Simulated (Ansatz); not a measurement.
# FH3NSn radical: how energies converge with the basis set

One table from this session's results is given with a row withheld; the runs are named, their logs left out.

Computed with Ansatz 0.2.0, Gaussian basis. Level: one geometry, several basis sets.

Levels to be run: PBE0-D4/def2-SVP; ωB97M-V/def2-SVP; PBE0-D4/def2-QZVPP; ωB97M-V/def2-QZVPP; the functionals' def2-TZVPP values are taken from earlier runs.

## Structure used throughout

An earlier PBE0-D4 in a triple-zeta def2 set relaxation fixed the geometry. Sn takes the def2 core potential; no spin-orbit term is included.

SMILES `[NH2][SnH][F]`, 6 atoms, charge 0, spin multiplicity 2.

Atoms are counted from 1 here; the program's logs count them from 0.

Bond lengths: N1–Sn2 2.034 Å, N1–H4 1.014 Å, N1–H5 1.013 Å, Sn2–F3 1.936 Å, Sn2–H6 1.745 Å. Angles: Sn2–N1–H4 112.9°, Sn2–N1–H5 116.2°, H4–N1–H5 108.3°, N1–Sn2–F3 98.4°, N1–Sn2–H6 108.0°, F3–Sn2–H6 104.2°.

Set-up of the first run:

Input file in.yaml:

```yaml
crystal:
  periodic: [false, false, false]
  atoms:
    - {symbol: N, position_ang: [-0.572282, 0.218575, -0.844468]}
    - {symbol: Sn, position_ang: [0.195965, -0.531838, 0.883017]}
    - {symbol: F, position_ang: [2.076089, -0.368673, 0.452629]}
    - {symbol: H, position_ang: [-0.046406, -0.061929, -1.664808]}
    - {symbol: H, position_ang: [-1.552872, 0.032098, -1.016517]}
    - {symbol: H, position_ang: [-0.058494, 0.647768, 2.143946]}
basis:
  gaussian: {orbitals: def2-SVP}
magnetization: {spin_polarized: true, initial_magnetization: 1}
hamiltonian: {xc: pbe0, dispersion: d4}
output: {orbitals: {seedname: orbitals}}
```

Command:

```sh
$ ansatz run in.yaml --threads 2 --pin off --events-out ev --progress --plain --max-ram 32768MiB --backend cpu
```

Steps of the session up to this table: PBE0-D4 in def2-SVP; ωB97M-V in def2-SVP; PBE0-D4 in def2-QZVPP; ωB97M-V in def2-QZVPP.

One of the session's tables, all rows but one given; the rest of the session is left out.

It belongs to the step «Density functionals: the series». 

```
functional       basis  HOMO (eV)  LUMO (eV)
   PBE0-D4    def2-SVP      -6.21      -3.28
   PBE0-D4  def2-TZVPP      -6.39      -3.44
   PBE0-D4  def2-QZVPP      -6.43      -3.48
   ωB97M-V    def2-SVP          ?          ?
   ωB97M-V  def2-TZVPP      -8.44      -1.71
   ωB97M-V  def2-QZVPP      -8.48      -1.79
```

**Question.** Estimate the row for ωB97M-V, def2-SVP.

As computed: HOMO (eV): -8.22; LUMO (eV): -1.47. In the column «HOMO (eV)» it lies between ωB97M-V, def2-TZVPP (-8.44) and PBE0-D4, def2-QZVPP (-6.43).
